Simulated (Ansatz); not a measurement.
**GaH₆NSSi: a ladder of functionals and wavefunction methods**

Aim: compute GaH₆NSSi with functionals from several rungs and with coupled cluster, and see how far each lands from CCSD(T) at the basis-set limit for the atomisation energy.

Program: Ansatz 0.2.0, Gaussian basis. Level of theory: functionals in def2-TZVPP, the program's frozen cores in correlated methods. These are calculated values, not measurements.

The runs, in order: LDA (SPW92), PBE-D4, revPBE-D4, BLYP-D4, r2SCAN-D4, B97M-V, PBE0-D4, B3LYP-D4, r2SCANh-D4, r2SCAN0-D4, HSE06-D4, BHLYP-D4, CAM-B3LYP-D4, LC-ωPBE, ωB97X-V, ωB97M-V, B2PLYP, PBE-QIDH; CCSD(T)/def2-SVP; CCSD(T)/def2-TZVPP; MP2/def2-QZVPP; extrapolation to the limit; RPA on PBE.

## Step 1: The geometry

The geometry comes from an earlier relaxation with PBE0-D4 in a triple-zeta def2 set; it is a stationary point, not always the lowest conformer.

SMILES `N[SiH](S)[GaH2]`, 10 atoms, charge 0, spin multiplicity 1.

Atoms are counted from 1 here; the program's logs count them from 0.

Bond lengths: N1–Si2 1.702 Å, N1–H5 1.006 Å, N1–H6 1.007 Å, Si2–S3 2.277 Å, Si2–Ga4 2.347 Å, Si2–H7 1.484 Å, S3–H8 1.344 Å, Ga4–H9 1.562 Å, Ga4–H10 1.568 Å. Angles: Si2–N1–H5 121.4°, Si2–N1–H6 122.7°, H5–N1–H6 112.5°, N1–Si2–S3 115.9°, N1–Si2–Ga4 127.4°, N1–Si2–H7 108.2°, S3–Si2–Ga4 71.3°, S3–Si2–H7 99.6°, Ga4–Si2–H7 122.3°, Si2–S3–H8 93.9°, Si2–Ga4–H9 118.5°, Si2–Ga4–H10 117.4°, H9–Ga4–H10 123.9°.

## Step 2: LDA

This LDA is Slater exchange with PW92 correlation.

File in.yaml:

```yaml
crystal:
  periodic: [false, false, false]
  atoms:
    - {symbol: N, position_ang: [-1.490194, 0.502379, -1.136182]}
    - {symbol: Si, position_ang: [0.003178, -0.232850, -0.779179]}
    - {symbol: S, position_ang: [0.028022, -1.600841, 1.040404]}
    - {symbol: Ga, position_ang: [1.645924, 0.529916, 0.714153]}
    - {symbol: H, position_ang: [-1.792339, 1.334357, -0.658559]}
    - {symbol: H, position_ang: [-2.254100, 0.003737, -1.562519]}
    - {symbol: H, position_ang: [0.296812, -1.227312, -1.841465]}
    - {symbol: H, position_ang: [-0.722472, -0.774053, 1.787603]}
    - {symbol: H, position_ang: [3.101842, -0.016423, 0.564603]}
    - {symbol: H, position_ang: [1.183326, 1.481090, 1.871153]}
basis:
  gaussian: {orbitals: def2-TZVPP}
hamiltonian: {xc: lda}
output: {orbitals: {seedname: orbitals}}
```

Command:

```sh
ansatz run in.yaml --threads 2 --pin off --events-out ev --progress --plain --max-ram 32768MiB --backend cpu
```

Further steps of the session: PBE-D4 (GGA); revPBE-D4 (GGA); BLYP-D4 (GGA); r2SCAN-D4 (meta-GGA); B97M-V (meta-GGA); PBE0-D4 (hybrid); B3LYP-D4 (hybrid); r2SCANh-D4 (hybrid); r2SCAN0-D4 (hybrid); HSE06-D4 (hybrid); BHLYP-D4 (hybrid); CAM-B3LYP-D4 (range-separated); LC-ωPBE (range-separated); ωB97X-V (range-separated); ωB97M-V (range-separated); B2PLYP (double hybrid); PBE-QIDH (double hybrid); CCSD(T) in def2-SVP; CCSD(T) in def2-TZVPP; MP2 in def2-QZVPP; RPA on PBE orbitals.

Q: Predict the results of all the runs planned. Wanted: atomisation energy, CCSD(T)/CBS; farthest beyond LDA; mean size of error, GGA; mean size of error, meta-GGA; mean size of error, hybrid; mean size of error, range-separated; mean size of error, double hybrid; gap, smallest and largest; T1 diagnostic.

As calculated:

| quantity | value |
| --- | --- |
| atomisation energy, CCSD(T)/CBS | 2910.0 kJ/mol |
| functionals within 29.1 kJ/mol (1.0 %) | PBE-D4, r2SCAN-D4, B97M-V, B3LYP-D4, r2SCANh-D4, HSE06-D4, CAM-B3LYP-D4, ωB97X-V, ωB97M-V |
| farthest beyond LDA | BHLYP-D4 (-86.9 kJ/mol) |
| mean size of error, GGA | 34.7 kJ/mol |
| mean size of error, meta-GGA | 12.5 kJ/mol |
| mean size of error, hybrid | 38.4 kJ/mol |
| mean size of error, range-separated | 18.0 kJ/mol |
| mean size of error, double hybrid | 55.2 kJ/mol |
| gap, smallest and largest | 4.20 eV (LDA (SPW92)), 10.55 eV (LC-ωPBE) |
| T1 diagnostic | 0.0133 |
| triples share of the correlation energy | 4.1 % |

**Reading.** LDA overbinds by 397.7 kJ/mol (14 %). PBE-D4 is off by +7.6 kJ/mol. Double hybrids carry the basis error of their MP2 part in triple zeta, and no dispersion term here, so their miss is partly the set-up's. The rungs meta-GGA, range-separated miss on average by less than the doubt on the reference (29.1 kJ/mol), so they tie. Misses under about 29.1 kJ/mol are within the doubt on the reference itself, which lacks core-valence correlation, relativity and higher excitations, and its outer-core shells are covered unevenly. Hartree-Fock recovers 69 % of the binding; the rest is correlation. CCSD(T) in def2-SVP is off by -255.2 kJ/mol, so the small basis spoils what the method gains. Orbital gaps span 4.2 to 10.6 eV; exact exchange widens them. Correlated methods include outer-core shells of Ga, which these sets cover unevenly.
